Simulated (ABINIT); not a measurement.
The system is NbRu3C.

```
Ru Nb C
1.0
     4.06514    0.00000    0.00000
     0.00000    4.06514    0.00000
     0.00000    0.00000    4.06514
Ru Nb C
3 1 1
Direct
  0.50000 0.50000 0.00000
  0.50000 0.00000 0.50000
  0.00000 0.50000 0.50000
  0.00000 0.00000 0.00000
  0.50000 0.50000 0.50000
```

The cell comes from a database or a generator and needn't be the stable form of this composition.

```yaml
Program: ABINIT 10.8.3 (patched build)
Task: single point
Functional: PBE
Potentials_or_basis: JTH PAW PBE v2.0
Cutoff: 517 eV
k_mesh: 7 × 7 × 7
Occupations: fermi-dirac, width 0.05 eV
Spin: no spin polarisation
```

On this cell: pressure -3.7 GPa; largest force zero by symmetry; band gap on the k mesh none (metal or under the smearing width).

The same run follows on a disturbed copy (atoms moved at random, drawn with an rms of 0.05 Å):

```xyz
5
Lattice="4.0651 0.0000 0.0000 0.0000 4.0651 0.0000 0.0000 0.0000 4.0651" Properties=species:S:1:pos:R:3 pbc="T T T"
Ru    2.0522    2.0409    0.0365
Ru    1.9868   -0.0323    2.0339
Ru    0.0144    2.0229    2.0916
Nb    0.0104    0.0706    0.0109
C     2.0360    2.0207    2.0526
```

Q: What does the disturbed cell give?

A: The energy (extrapolated to zero smearing) moves by +5.3 meV/atom; pressure -3.2 GPa; largest force 0.566 eV/Å; band gap on the k mesh none (metal or under the smearing width).

Forces in eV/Å, atoms in the order of the input:
```
Ru  -0.016 -0.038 -0.255
Ru   0.109  0.552  0.055
Ru  -0.226 -0.003 -0.038
Nb  -0.016 -0.327  0.079
C    0.150 -0.184  0.159
```

Stress tensor (GPa, compression positive):
```
-3.17  0.23 -0.02
 0.23 -3.35  0.11
-0.02  0.11 -3.22
```
